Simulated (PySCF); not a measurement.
# C4H6BF: the cost of one run

Programs: PySCF 2.14.0, with density-fitted response routines of our own. Each step states its level of theory. These are calculated values for one molecule in the gas phase, unless marked as measured. Atoms are numbered from 0 throughout.

### Step 1. Starting geometry

12 atoms, charge 0, multiplicity 1; geometry from: PBE0-D3(BJ)/def2-SVP.

Bonds of the start (Å): B0–C1 1.52, C1–C2 1.36, C2–F3 1.31, C2–C4 1.49, C4–C5 1.56, C5–C1 1.53, B0–H6 1.21, B0–H7 1.21, C4–H8 1.10, C4–H9 1.10, C5–H10 1.10, C5–H11 1.10.

### Step 2. Shielding tensors: HF/pcSseg-2

The job: settings as JSON, then the geometry in Å.

```
{"job": {"kind": "nmr", "xc": "HF", "basis": "pcSseg-2", "pop": false}, "charge": 0, "multiplicity": 1}
B      2.116529     0.108368     0.172544
C      0.599684     0.055274     0.057296
C     -0.388344     0.935156     0.357796
F     -0.378174     2.148314     0.845205
C     -1.556105     0.108147    -0.045697
C     -0.465480    -0.943614    -0.412833
H      2.643800     1.097270     0.627084
H      2.803872    -0.822412    -0.181937
H     -2.244335    -0.171539     0.768137
H     -2.146181     0.505849    -0.887295
H     -0.427086    -1.193982    -1.483935
H     -0.521818    -1.874566     0.171225
```

Method: GIAO HF/pcSseg-2 NMR shielding, non-relativistic, gas phase.

Command:

```console
$ OMP_NUM_THREADS=1 python probes_run.py task.json out
```

The driver reads the jobs from task.json and runs them one after another.

Q: Estimate the wall time and peak memory of this first job on 1 thread of Arm Neoverse V2, shared host.

About 20 s, with a peak of 1.1 GiB.
